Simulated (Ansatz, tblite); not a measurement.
**The cluster Pb2O4: one state, many levels**

Aim: run the singlet of the cluster Pb2O4 at one geometry on many levels, and compare frontier levels, spin and run time.

Method: as each input shows; program: Ansatz 0.2.0, Gaussian basis.

Levels to be run: GFN1-xTB, GFN2-xTB, PBE-D4/def2-TZVP, r2SCAN-D4/def2-TZVP, LC-ωPBE/def2-TZVP, revPBE-D4/def2-TZVP, PBE-D4/def2-SVP, PBE0-D4/def2-SVP, PBE0-D4/def2-TZVPD, PBE-D4/def2-TZVPD, r2SCAN-D4/def2-TZVPD, CCSD(T)/def2-SVP, MP2/def2-TZVP, RPA/def2-TZVP.

1 further run of the same task is left out (set aside as unsound or not needed). Runs told in other sessions of the task aren't counted.

### Step 1. The geometry

The geometry is that of the singlet, from an earlier relaxation (PBE-D4/def2-SVP). At that level it is the lowest of the isomers that a small search found.

6 atoms, charge 0, spin multiplicity 1.

Bond lengths: Pb1–O4 2.517 Å, Pb1–O5 2.161 Å, Pb1–O6 2.292 Å, Pb2–O3 2.539 Å, Pb2–O4 2.337 Å, Pb2–O5 2.110 Å, O3–O4 1.538 Å, O3–O6 1.375 Å. Angles: O4–Pb1–O5 77.0°, O4–Pb1–O6 58.5°, O5–Pb1–O6 94.8°, O3–Pb2–O4 36.5°, O3–Pb2–O5 88.0°, O4–Pb2–O5 82.1°, Pb2–O3–O4 64.6°, Pb2–O3–O6 118.1°, O4–O3–O6 107.8°, Pb1–O4–Pb2 90.6°, Pb1–O4–O3 86.9°, Pb2–O4–O3 78.9°, Pb1–O5–Pb2 107.9°, Pb1–O6–O3 100.4°.

Pb takes a core potential in the def2 sets. No spin-orbit coupling is included.

PBE0-D4/def2-TZVP was run before; its log isn't repeated, and its numbers join the tables.

### Step 2. GFN1-xTB

Tight binding, by tblite at 300 K electronic temperature and without a spin-polarisation term:

```python
tblite.interface.Calculator('GFN1-xTB', numbers, positions, charge=0, uhf=0).singlepoint()
```

Energy -596.5122 eV, HOMO -10.07 eV, LUMO -6.80 eV; 0.002 s.

### Step 3. GFN2-xTB

Tight binding, by tblite at 300 K electronic temperature and without a spin-polarisation term:

```python
tblite.interface.Calculator('GFN2-xTB', numbers, positions, charge=0, uhf=0).singlepoint()
```

Energy -564.2610 eV, HOMO -10.06 eV, LUMO -7.08 eV; 0.002 s.

### Step 4. PBE-D4/def2-TZVP

start.molden holds the orbitals of an earlier run on this state, given as this run's starting guess.

in.yaml reads:

```yaml
crystal:
  periodic: [false, false, false]
  atoms:
    - {symbol: Pb, position_ang: [-1.416595, -0.633278, 0.881822]}
    - {symbol: Pb, position_ang: [1.743943, -0.678012, -0.508997]}
    - {symbol: O, position_ang: [0.156377, 1.302528, -0.552903]}
    - {symbol: O, position_ang: [0.613513, 0.853701, 0.845787]}
    - {symbol: O, position_ang: [0.094502, -1.895768, -0.009093]}
    - {symbol: O, position_ang: [-1.191740, 1.050819, -0.656616]}
basis:
  gaussian: {orbitals: def2-TZVP, initial_orbitals: start.molden}
hamiltonian: {xc: pbe, dispersion: d4}
scf: {omitted_lower_state_checks: [starts]}
output: {orbitals: {seedname: orbitals}}
```

Command:

```sh
> ansatz run in.yaml --threads 4 --pin off --events-out ev --progress --plain --max-ram 4787MiB
```

Further steps of the session: r2SCAN-D4/def2-TZVP; LC-ωPBE/def2-TZVP; revPBE-D4/def2-TZVP; PBE-D4/def2-SVP; PBE0-D4/def2-SVP; PBE0-D4/def2-TZVPD; PBE-D4/def2-TZVPD; r2SCAN-D4/def2-TZVPD; CCSD(T)/def2-SVP; MP2/def2-TZVP; RPA/def2-TZVP.

**Question.** What will the summary of the whole plan be? Wanted: gap in def2-TZVP, named functionals, smallest and largest; correlation energy, CCSD(T)/def2-SVP; correlation energy, MP2/def2-TZVP; binding an atom, functionals in def2-TZVP; PBE0 total energy, smallest basis above largest.

The runs gave:

| quantity | value |
| --- | --- |
| gap in def2-TZVP, named functionals, smallest and largest | 2.05 eV (PBE-D4), 8.59 eV (LC-ωPBE) |
| correlation energy, CCSD(T)/def2-SVP | -27.32 eV |
| correlation energy, MP2/def2-TZVP | -48.28 eV |
| binding an atom, functionals in def2-TZVP | 2.82 (LC-ωPBE) to 3.33 eV (PBE-D4) |
| PBE0 total energy, smallest basis above largest | 10.69 eV (def2-SVP, def2-TZVPD) |

Orbital gaps of the named functionals in def2-TZVP span 2.05 eV (PBE-D4) to 8.59 eV (LC-ωPBE); exact exchange widens it. Notes on CCSD(T)/def2-SVP: large T1 diagnostic.
